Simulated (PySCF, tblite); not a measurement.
**C5H11B2N: geometry, infrared bands and NMR shifts**

What infrared bands and NMR shifts should C5H11B2N (`BN(CC)B(C)C#C`) show?

Programs: tblite 0.8.0 and PySCF 2.14.0, with density-fitted response routines of our own. Each step states its level of theory. These are calculated values for one molecule in the gas phase, unless marked as measured. Atoms count from 0, in the outputs and in this text.

## Step 1: The molecule as given

19 atoms, charge 0, multiplicity 1; geometry from: force field or distance geometry start.

Bonds of the start (Å): B0–N1 1.48, N1–C2 1.39, C2–C3 1.52, N1–B4 1.48, B4–C5 1.60, B4–C6 1.56, C6–C7 1.22, B0–H8 1.18, B0–H9 1.20, C2–H10 1.12, C2–H11 1.11, C3–H12 1.12, C3–H13 1.11, C3–H14 1.11, C5–H15 1.11, C5–H16 1.11, C5–H17 1.10, C7–H18 1.05.

## Step 2: Relaxing the molecule with GFN2-xTB

Job settings and geometry (Å):

```
{"job": {"kind": "relax", "xc": "GFN2-xTB", "basis": "xTB"}, "charge": 0, "multiplicity": 1}
B     -0.607400    -0.881300    -1.432100
N     -0.270600    -0.104500    -0.213600
C     -1.084900     0.955000     0.182200
C     -2.531300     0.583100     0.454700
B      1.085500    -0.240000     0.368600
C      1.672300    -1.661400     0.811100
C      2.140500     0.816500    -0.074700
C      2.986000     1.630800    -0.416900
H     -1.047500    -1.980100    -1.445600
H     -0.950900    -0.207900    -2.367900
H     -0.725200     1.471300     1.104300
H     -1.137700     1.691800    -0.652900
H     -2.697400    -0.519300     0.511200
H     -2.800400     0.975500     1.455500
H     -3.221300     1.074200    -0.269700
H      2.762000    -1.665100     0.604300
H      1.164500    -2.439200     0.210600
H      1.540500    -1.810900     1.893900
H      3.713400     2.320900    -0.730400
```

Launch:

```sh
$ OMP_NUM_THREADS=1 python probes_run.py task.json out
```

The driver reads the jobs from task.json and runs them one after another.

**Question.** This job is followed by: GFN2-xTB harmonic vibrations, gas phase; GIAO PBE0/pcSseg-1 NMR shielding, non-relativistic, gas phase. What will the session give for the following? strongest single infrared mode (GFN2-xTB); zero-point energy (GFN2-xTB); 13C shifts against TMS (PBE0/pcSseg-1); 1H shifts against TMS (PBE0/pcSseg-1, means over atoms taken as alike); 11B shifts against BF3·OEt2 (PBE0/pcSseg-1); 15N shifts against NH3 (PBE0/pcSseg-1); surface potential, 1st and 99th percentile.

As calculated:

| quantity | value |
| --- | --- |
| strongest single infrared mode (GFN2-xTB) | 1376 cm⁻¹, 462 km/mol |
| zero-point energy (GFN2-xTB) | 95.9 kcal/mol |
| 13C shifts against TMS (PBE0/pcSseg-1) | 114.9, 96.5, 56.3, 24.0, 9.3 ppm |
| 1H shifts against TMS (PBE0/pcSseg-1, means over atoms taken as alike) | 5.57, 3.96, 3.36, 1.30, 0.85 ppm |
| 11B shifts against BF3·OEt2 (PBE0/pcSseg-1) | 49.5, 45.5 ppm |
| 15N shifts against NH3 (PBE0/pcSseg-1) | 213.8 ppm |
| surface potential, 1st and 99th percentile | -0.71 V and 1.54 V |

The optimisation took 231 steps and gained 1.846 eV; among the close pairs (by a distance rule), B0–N1 changed most, from 1.484 to 1.407 Å. All 51 modes are real, so the xTB geometry is a minimum. The strongest single mode, at 1376 cm⁻¹, is carried by N1, B0, B4. Unscaled tight-binding wavenumbers are off by several per cent, some by more. Its intensities can rank the bands wrongly. At PBE0/pcSseg-1: The widest tensor belongs to N1: span 349 ppm, with a paramagnetic part of -271 ppm. At PBE0/pcSseg-1, counted by nearest atom on the grid, the HOMO lies on C7 40 %; C6 31 %, the LUMO on B4 31 %; B0 18 %.
